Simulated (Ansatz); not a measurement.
# GaB4: the cost of one run

Computed with Ansatz 0.2.0 (DFT PBE, scalar-relativistic, plane waves, PAW, unless a step's input says otherwise).

## (1) The structure to begin with

The structure is hexagonal, space group P6/mmm (No. 191). Conventional cell: a = 3.003 Å, b = 3.003 Å, c = 18.000 Å, α = 90.00°, β = 90.00°, γ = 120.00°. Around Ga (site symmetry 6/mmm) lie 12 B at 2.33 Å. B (site symmetry 3m) is surrounded by 3 B at 1.73 Å and 3 Ga at 2.33 Å.

Structure file:

```cif
data_structure
_symmetry_space_group_name_H-M 'P 1'
_symmetry_Int_Tables_number 1
_cell_length_a 3.0034
_cell_length_b 3.0034
_cell_length_c 18.0000
_cell_angle_alpha 90.000
_cell_angle_beta 90.000
_cell_angle_gamma 120.000
_cell_volume 140.62
loop_
_atom_site_label
_atom_site_type_symbol
_atom_site_fract_x
_atom_site_fract_y
_atom_site_fract_z
_atom_site_occupancy
Ga1 Ga 0.00000 0.00000 0.50000 1
B1 B 0.33333 0.66667 0.41388 1
B2 B 0.66667 0.33333 0.41388 1
B3 B 0.33333 0.66667 0.58612 1
B4 B 0.66667 0.33333 0.58612 1
```

Recipe of the guess: species swapped into a sheet modelled on a layer of TiB4, with Ga on the Ti sites. The dimensions are guesses.

It is a sheet, periodic along a and b, with vacuum along c; volumes and pressures of the box carry no meaning, and space groups named for it are those of the box.

## (2) Probe: one point on a coarse mesh

input.yaml

```yaml
crystal:
  lattice:
    - [3.00344262, 0.0, 0.0]
    - [-1.50172131, 2.60105761, 0.0]
    - [0.0, 0.0, 18.0]
  atoms:
    - { symbol: Ga, position: [0.0, 0.0, 0.5] }
    - { symbol: B, position: [0.33333333, 0.66666667, 0.41387978] }
    - { symbol: B, position: [0.66666667, 0.33333333, 0.41387978] }
    - { symbol: B, position: [0.33333333, 0.66666667, 0.58612022] }
    - { symbol: B, position: [0.66666667, 0.33333333, 0.58612022] }
  periodic: [true, true, false]
basis:
  ecutwfc: 420
kpoints:
  mp_grid: { grid: [6, 6, 1] }
hamiltonian:
  xc: pbe
scf:
  occupations: { method: gaussian, width: 0.1 }
  lower_state_search: "off"
output:
  forces: true
  stress: true
  eigenvalues: true
```

On the command line:

```console
> ansatz run input.yaml --threads 1 --pin off --max-ram 2048MiB --backend cpu --events-out ev --progress --plain --runs-dir out
```

Q: Estimate wall time and peak memory on 1 thread of AMD EPYC 7R43 (Zen 3), shared host.

About 3.4 s, with a peak of 0.49 GiB.
